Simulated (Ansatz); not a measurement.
**CCSD/def2-SVPD (core potential) run of CH4AlIn (SMILES [CH2]1[AlH][InH]1)**

What is the electronic atomisation energy of CH4AlIn at CCSD/def2-SVPD (core potential)? 

The calculation is run with Ansatz 0.2.0.

54 further runs of the same task are left out: 54 set aside as unsound or not needed.

### Step 1. The structure to begin with

CH4AlIn: 7 atoms, total charge 0, spin state singlet. As SMILES, `[CH2]1[AlH][InH]1`. Geometry: relaxed at PBE0-D4/def2-TZVP.

Bond lengths: C1–Al2 1.874 Å, Al2–In3 2.543 Å, C1–H4 1.102 Å, C1–H5 1.092 Å, Al2–H6 1.584 Å, In3–H7 1.731 Å. Angles: C1–Al2–In3 65.0°, C1–Al2–H6 138.7°, In3–Al2–H6 138.8°, Al2–C1–H4 120.2°, Al2–C1–H5 127.0°, Al2–In3–H7 161.6°, H4–C1–H5 107.9°.

### Step 2. The energy at CCSD/def2-SVPD (core potential)

The input, molecule.yaml:

```yaml
crystal:
  periodic: [false, false, false]
  atoms:
    - symbol: C
      position_ang: [-0.613000, 0.132400, -0.657400]
    - symbol: Al
      position_ang: [-0.455200, 0.915100, 1.037900]
    - symbol: In
      position_ang: [1.229300, -0.924400, 0.544100]
    - symbol: H
      position_ang: [-0.896900, -0.927600, -0.754800]
    - symbol: H
      position_ang: [-0.866200, 0.635300, -1.593000]
    - symbol: H
      position_ang: [-0.487600, 2.358400, 1.689000]
    - symbol: H
      position_ang: [2.089500, -2.189200, -0.265800]
basis:
  gaussian: {orbitals: def2-SVPD}
accuracy: high
correlation: {method: ccsd, frozen_orbitals: {Al: 5, C: 1, H: 0, In: 4}}
scf: {omitted_lower_state_checks: [cluster_reference, increment]}
```

On the command line:

```
$ ansatz run molecule.yaml --threads 1 --pin off --max-ram 3480MiB --events-out events.jsonl --progress --plain --runs-dir runs
```

Standard output:

```text
Warning: RAYON_NUM_THREADS=1 ignored (pool sized by the plan → 1); use --threads N
Functional definition: HF
  name "HF"
  exchange = exact_x
  correlation = 0
these checks for a lower state are left out or cut short: cluster_reference, increment
2281 factors; integrals over basis functions are off by at most 3.5e-9 eV
mean field evaluation 1: about -12816.2895 eV, gradient 3.3e1 eV
mean field evaluation 2: about -12816.3349 eV, gradient 3.3e1 eV
mean field evaluation 4: about -12820.0289 eV, gradient 3.0e0 eV
mean field evaluation 8: about -12820.1096 eV, gradient 2.5e-1 eV
mean field evaluation 16: about -12820.1107 eV, gradient 2.5e-8 eV
mean field -12820.11068101 eV, -471.1303777439 hartree, gradient 2.4e-8 eV, S^2 0.000000; 0 other end points of the search recorded, 0 dependent functions left out
10 core orbitals not correlated: weight in the atoms' cores, before any rotation towards them, 1.000 or more for the frozen orbitals, at most 0.000 for the correlated occupied ones
reference -12820.11068101 eV, -471.1303777439 hartree; 12, 12 occupied and 86, 86 virtual orbitals, 2281 factors
second order -8.49782064 eV of doubles, -0.00000000 eV of singles
cycle   1  -9.07197570 eV  change   -5.7e-1 eV  update   9.5e-2
cycle   2  -9.43286724 eV  change   -3.6e-1 eV  update   3.3e-2
cycle   3  -9.50423382 eV  change   -7.1e-2 eV  update   1.6e-2
cycle   4  -9.50202955 eV  change    2.2e-3 eV  update   5.5e-3
cycle   5  -9.50213352 eV  change   -1.0e-4 eV  update   2.9e-3
cycle   6  -9.50191908 eV  change    2.1e-4 eV  update   1.3e-3
cycle   7  -9.50192552 eV  change   -6.4e-6 eV  update   5.7e-4
cycle   8  -9.50207120 eV  change   -1.5e-4 eV  update   2.6e-4
cycle   9  -9.50203321 eV  change    3.8e-5 eV  update   1.0e-4
cycle  10  -9.50199796 eV  change    3.5e-5 eV  update   4.9e-5
cycle  11  -9.50201459 eV  change   -1.7e-5 eV  update   2.4e-5
cycle  12  -9.50201387 eV  change    7.2e-7 eV  update   1.1e-5
cycle  13  -9.50202098 eV  change   -7.1e-6 eV  update   4.6e-6
cycle  14  -9.50202123 eV  change   -2.5e-7 eV  update   1.9e-6
cycle  15  -9.50202021 eV  change    1.0e-6 eV  update   8.4e-7
cycle  16  -9.50202037 eV  change   -1.6e-7 eV  update   3.7e-7
cycle  17  -9.50202046 eV  change   -8.9e-8 eV  update   1.8e-7
cycle  18  -9.50202048 eV  change   -1.9e-8 eV  update   9.2e-8
cycle  19  -9.50202049 eV  change   -1.0e-8 eV  update   5.3e-8
cycle  20  -9.50202050 eV  change   -5.9e-9 eV  update   3.6e-8
cycle  21  -9.50202031 eV  change    1.9e-7 eV  update   1.4e-7
cycle  22  -9.50202031 eV  change    8.7e-9 eV  update   3.7e-8
cycle  23  -9.50202029 eV  change    1.4e-8 eV  update   1.3e-8
cycle  24  -9.50202029 eV  change    2.9e-9 eV  update   5.1e-9
cycle  25  -9.50202029 eV  change   9.6e-10 eV  update   1.9e-9
Total energy: -12829.61270129 eV, -471.4795705488 hartree
Checks for a lower state left out: cluster_reference, increment
```

Wall time 24 s (1 thread of Arm Neoverse V2, shared host); peak memory 0.84 GiB.

### Step 3. The Al atom

The input, run.yaml:

```yaml
crystal:
  periodic: [false, false, false]
  atoms:
    - {symbol: Al, position_ang: [0.000000, 0.000000, 0.000000]}
basis:
  gaussian:
    orbitals: def2-SVPD
scf:
  omitted_lower_state_checks: [cluster_reference, increment]
magnetization:
  spin_polarized: true
  initial_magnetization: 1
correlation:
  method: ccsd
  frozen_orbitals: {Al: 5}
accuracy: high
```

Run the same way, it converges to -241.83747 Eh (log not shown).

### Step 4. The C atom at the same level

The input, job.yaml:

```yaml
crystal:
  periodic: [false, false, false]
  atoms:
    - {symbol: C, position_ang: [0.000000, 0.000000, 0.000000]}
basis:
  gaussian: {orbitals: def2-SVPD}
magnetization: {spin_polarized: true, initial_magnetization: 2}
correlation: {method: ccsd, frozen_orbitals: {C: 1}}
accuracy: high
scf: {omitted_lower_state_checks: [cluster_reference, increment]}
```

Run the same way, it converges to -37.72066 Eh (log not shown).

### Step 5. The H atom: the energy at UHF/def2-SVPD

The input, in.yaml:

```yaml
crystal:
  periodic: [false, false, false]
  atoms:
    - symbol: H
      position_ang: [0.000000, 0.000000, 0.000000]
basis:
  gaussian:
    orbitals: def2-SVPD
magnetization:
  spin_polarized: true
  initial_magnetization: 1
hamiltonian:
  xc: hf
accuracy: high
```

On the command line:

```
$ ansatz run in.yaml --threads 1 --pin off --max-ram 3480MiB --events-out events.jsonl --progress --plain --runs-dir runs
```

Standard output:

```text
Warning: RAYON_NUM_THREADS=1 ignored (pool sized by the plan → 1); use --threads N
[... 4 set-up lines as earlier in the session ...]
33 factors; integrals over basis functions are off by at most 2.1e-9 eV
mean field evaluation 1: about -13.5522 eV, gradient 1.6e0 eV
mean field evaluation 2: about -13.5522 eV, gradient 1.6e0 eV
mean field evaluation 4: about -13.5861 eV, gradient 1.4e-4 eV
mean field evaluation 8: about -13.5861 eV, gradient 7.9e-9 eV
mean field -13.58605754 eV, -0.4992784057 hartree, gradient 7.9e-9 eV, S^2 0.750000; 0 other end points of the search recorded, 0 dependent functions left out
reference -13.58605754 eV, -0.4992784057 hartree; 1, 0 occupied and 7, 8 virtual orbitals, 33 factors
Total energy: -13.58605754 eV, -0.4992784057 hartree
```

Wall time 0.04 s (1 thread of Arm Neoverse V2, shared host).

### Step 6. The In atom at the same level

The input, job.yaml:

```yaml
basis:
  gaussian:
    orbitals: def2-SVPD
crystal:
  periodic: [false, false, false]
  atoms:
    - {symbol: In, position_ang: [0.000000, 0.000000, 0.000000]}
magnetization:
  spin_polarized: true
  initial_magnetization: 1
correlation:
  method: ccsd
  frozen_orbitals: {In: 4}
accuracy: high
scf:
  omitted_lower_state_checks: [cluster_reference, increment]
```

On the command line:

```
$ ansatz run job.yaml --threads 1 --pin off --max-ram 3480MiB --events-out events.jsonl --progress --plain --runs-dir runs
```

Standard output:

```text
Warning: RAYON_NUM_THREADS=1 ignored (pool sized by the plan → 1); use --threads N
[... 4 set-up lines as earlier in the session ...]
these checks for a lower state are left out or cut short: cluster_reference, increment
297 factors; integrals over basis functions are off by at most 1.1e-9 eV
mean field evaluation 1: about -5148.4195 eV, gradient 2.6e0 eV
mean field evaluation 2: about -5148.4204 eV, gradient 2.6e0 eV
mean field evaluation 4: about -5148.5795 eV, gradient 1.6e-1 eV
mean field evaluation 8: about -5148.5794 eV, gradient 3.0e-8 eV
mean field evaluation 16: about -5148.5786 eV, gradient 2.5e-1 eV
mean field evaluation 32: about -5148.5791 eV, gradient 1.9e-1 eV
mean field -5148.57937369 eV, -189.2068021506 hartree, gradient 2.8e-8 eV, S^2 0.762455; 3 other end points of the search recorded, 0 dependent functions left out
4 core orbitals not correlated: weight in the atoms' cores, before any rotation towards them, 1.000 or more for the frozen orbitals, at most 0.000 for the correlated occupied ones
reference -5148.57937369 eV, -189.2068021506 hartree; 7, 6 occupied and 21, 22 virtual orbitals, 297 factors
second order -1.40218162 eV of doubles, -0.00000000 eV of singles
cycle   1  -1.64680597 eV  change   -2.4e-1 eV  update   6.0e-2
cycle   2  -1.78906089 eV  change   -1.4e-1 eV  update   2.4e-2
cycle   3  -1.79946216 eV  change   -1.0e-2 eV  update   5.6e-3
cycle   4  -1.80081757 eV  change   -1.4e-3 eV  update   1.6e-3
cycle   5  -1.80107613 eV  change   -2.6e-4 eV  update   3.5e-4
cycle   6  -1.80093525 eV  change    1.4e-4 eV  update   6.3e-5
cycle   7  -1.80095948 eV  change   -2.4e-5 eV  update   1.8e-5
cycle   8  -1.80096984 eV  change   -1.0e-5 eV  update   5.2e-6
cycle   9  -1.80096450 eV  change    5.3e-6 eV  update   1.2e-6
cycle  10  -1.80096514 eV  change   -6.4e-7 eV  update   3.4e-7
cycle  11  -1.80096508 eV  change    5.6e-8 eV  update   1.1e-7
cycle  12  -1.80096513 eV  change   -5.0e-8 eV  update   3.5e-8
cycle  13  -1.80096511 eV  change    2.3e-8 eV  update   1.4e-8
cycle  14  -1.80096508 eV  change    3.1e-8 eV  update   2.2e-8
cycle  15  -1.80096506 eV  change    1.8e-8 eV  update   7.9e-9
cycle  16  -1.80096506 eV  change  -9.5e-11 eV  update   1.5e-9
Total energy: -5150.38033875 eV, -189.2729863958 hartree
Checks for a lower state left out: cluster_reference, increment
```

Wall time 0.46 s (1 thread of Arm Neoverse V2, shared host).

### Step 7. Results

Level: CCSD/def2-SVPD (core potential), 10 core orbitals frozen.

```
                                              quantity          value
                                molecule: total energy  -471.47957 Eh
molecule: correlation energy (10 core orbitals frozen)     -349.2 mEh
                               molecule: T1 diagnostic          0.014
                                 Al atom: total energy  -241.83747 Eh
  Al atom: correlation energy (5 core orbitals frozen)      -46.7 mEh
            Al atom: ⟨S²⟩ of the reference determinant          0.767
                                Al atom: T1 diagnostic          0.017
                                  C atom: total energy   -37.72066 Eh
    C atom: correlation energy (1 core orbital frozen)      -74.4 mEh
             C atom: ⟨S²⟩ of the reference determinant          2.010
                                 C atom: T1 diagnostic          0.008
                                  H atom: total energy    -0.49928 Eh
                                          H atom: ⟨S²⟩          0.750
                                 In atom: total energy  -189.27299 Eh
  In atom: correlation energy (4 core orbitals frozen)      -66.2 mEh
            In atom: ⟨S²⟩ of the reference determinant          0.762
                                In atom: T1 diagnostic          0.008
                         electronic atomisation energy      17.724 eV
```

What this shows: Taking the molecule apart into free atoms costs 17.72 eV (1710 kJ/mol), before zero-point energy and without spin-orbit coupling.
